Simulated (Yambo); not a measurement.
Input of a Yambo 5.3.0 run:

Contents of bse2.in:

```
optics
bse
bss
rim_cut
em1s
RandQpts= 1000000
RandGvec= 50 RL
Chimod= "HARTREE"
% BndsRnXs
 1 | 34 |
%
NGsBlkXs= 5 Ry
% LongDrXs
 1 | 0 | 0 |
%
BSKmod= "SEX"
BSEmod= "retarded"
BSSmod= "d"
% BSEQptR
 1 | 1 |
%
% BSEBands
 7 | 13 |
%
BSENGexx= 20 Ry
BSENGBlk= 5 Ry
% BEnRange
 0 | 20 | eV
%
% BDmRange
 0.1 | 0.1 | eV
%
BEnSteps= 200
% BLongDir
 1 | 0 | 0 |
%
BSEprop= "abs"
WRbsWF
```

Contents of scf.in:

```
&CONTROL
  calculation = 'scf'
  prefix = 'pwscf'
  outdir = './tmp'
  pseudo_dir = './pseudo'
/
&SYSTEM
  ibrav = 0
  nat = 2
  ntyp = 2
  ecutwfc = 84
  nbnd = 15
  occupations = 'smearing'
  smearing = 'fd'
  degauss = 0.00367493
  force_symmorphic = .true.
/
&ELECTRONS
  conv_thr = 4d-10
  electron_maxstep = 120
  mixing_beta = 0.5
/
ATOMIC_SPECIES
Ta   180.9479 Ta.upf
N     14.0070 N.upf
CELL_PARAMETERS angstrom
   0.0000000000    2.2113230000    2.2113230000
   2.2113230000    0.0000000000    2.2113230000
   2.2113230000    2.2113230000    0.0000000000
ATOMIC_POSITIONS crystal
Ta     0.5000000000    0.5000000000    0.5000000000
N      0.0000000000    0.0000000000    0.0000000000
K_POINTS automatic
10 10 10 0 0 0
```

Contents of nscf.in:

```
&CONTROL
  calculation = 'nscf'
  prefix = 'pwscf'
  outdir = './tmp'
  pseudo_dir = './pseudo'
/
&SYSTEM
  ibrav = 0
  nat = 2
  ntyp = 2
  ecutwfc = 84
  nbnd = 159
  occupations = 'smearing'
  smearing = 'fd'
  degauss = 0.00367493
  force_symmorphic = .true.
/
&ELECTRONS
  conv_thr = 1d-08
  diago_full_acc = .true.
  diago_thr_init = 1d-06
/
ATOMIC_SPECIES
Ta   180.9479 Ta.upf
N     14.0070 N.upf
CELL_PARAMETERS angstrom
   0.0000000000    2.2113230000    2.2113230000
   2.2113230000    0.0000000000    2.2113230000
   2.2113230000    2.2113230000    0.0000000000
ATOMIC_POSITIONS crystal
Ta     0.5000000000    0.5000000000    0.5000000000
N      0.0000000000    0.0000000000    0.0000000000
K_POINTS automatic
4 4 4 0 0 0
```

Potentials or basis: PseudoDojo 0.4.1 SR PBEsol standard.

Run with:

```console
$ OMP_NUM_THREADS=1 pw.x -in scf.in > scf.out
$ OMP_NUM_THREADS=1 pw.x -in nscf.in > nscf.out
$ cd tmp/pwscf.save; p2y; mv SAVE ../..; cd ../..
$ OMP_NUM_THREADS=1 yambo
$ mkdir -p bse2; ln -s $PWD/g0w00/ndb.RIM bse2/
$ OMP_NUM_THREADS=1 yambo -F bse2.in -J bse2 -C bse2_out
$ OMP_NUM_THREADS=1 ypp -J bse2 -C bse2_out -e s -b 1
```

**Question.** What does it give for the band gap on the k mesh, mean-field level?

**Answer.** None (metal or under the smearing width).

Dielectric function (along the field direction of the input):
| energy (eV) | real part | imaginary part |
| --- | --- | --- |
| 0.30 | 6.60 | 0.73 |
| 0.80 | 5.74 | 0.09 |
| 1.31 | 6.08 | 0.07 |
| 1.81 | 6.51 | 0.11 |
| 2.31 | 7.25 | 0.21 |
| 2.81 | 8.92 | 0.58 |
| 3.32 | 14.93 | 10.22 |
| 3.82 | 4.59 | 3.59 |
| 4.32 | 5.33 | 1.84 |
| 4.82 | 8.38 | 1.32 |
| 5.33 | 12.83 | 24.60 |
| 5.83 | 3.09 | 2.35 |
| 6.33 | -0.17 | 7.44 |
| 6.83 | -6.35 | 7.26 |
| 7.34 | -1.23 | 1.74 |
| 7.84 | 0.72 | 3.47 |
| 8.34 | 5.65 | 5.19 |
| 8.84 | 9.42 | 11.42 |
| 9.35 | -3.26 | 2.07 |
| 9.85 | -1.46 | 2.75 |
| 10.35 | 0.21 | 4.28 |
| 10.85 | -5.56 | 5.58 |
| 11.36 | -2.64 | 2.27 |
| 11.86 | -3.79 | 0.57 |
| 12.36 | -2.24 | 0.20 |
| 12.86 | -1.45 | 0.14 |
| 13.37 | -0.79 | 0.21 |
| 13.87 | -1.99 | 1.71 |
| 14.37 | -1.10 | 0.11 |
| 14.87 | -0.73 | 0.05 |
| 15.38 | -0.51 | 0.04 |
| 15.88 | -0.34 | 0.03 |
| 16.38 | -0.21 | 0.02 |
| 16.88 | -0.11 | 0.02 |
| 17.39 | -0.01 | 0.02 |
| 17.89 | 0.06 | 0.01 |
| 18.39 | 0.13 | 0.01 |
| 18.89 | 0.19 | 0.01 |
| 19.40 | 0.25 | 0.01 |
| 20.00 | 0.30 | 0.01 |

Caveat: the k mesh is coarse (spacing up to 0.62 Å⁻¹), so the values aren't converged; the intraband (Drude) term of the metal is left out; the ground state has no gap, which makes the many-body step unreliable; the transitions start from uncorrected Kohn-Sham levels, so peaks lie too low; exciton energies and binding change strongly with the k mesh and aren't converged on this one; spectra need much finer meshes, so this one isn't converged. The run has no spin-orbit coupling, so splittings on Ta are missing.
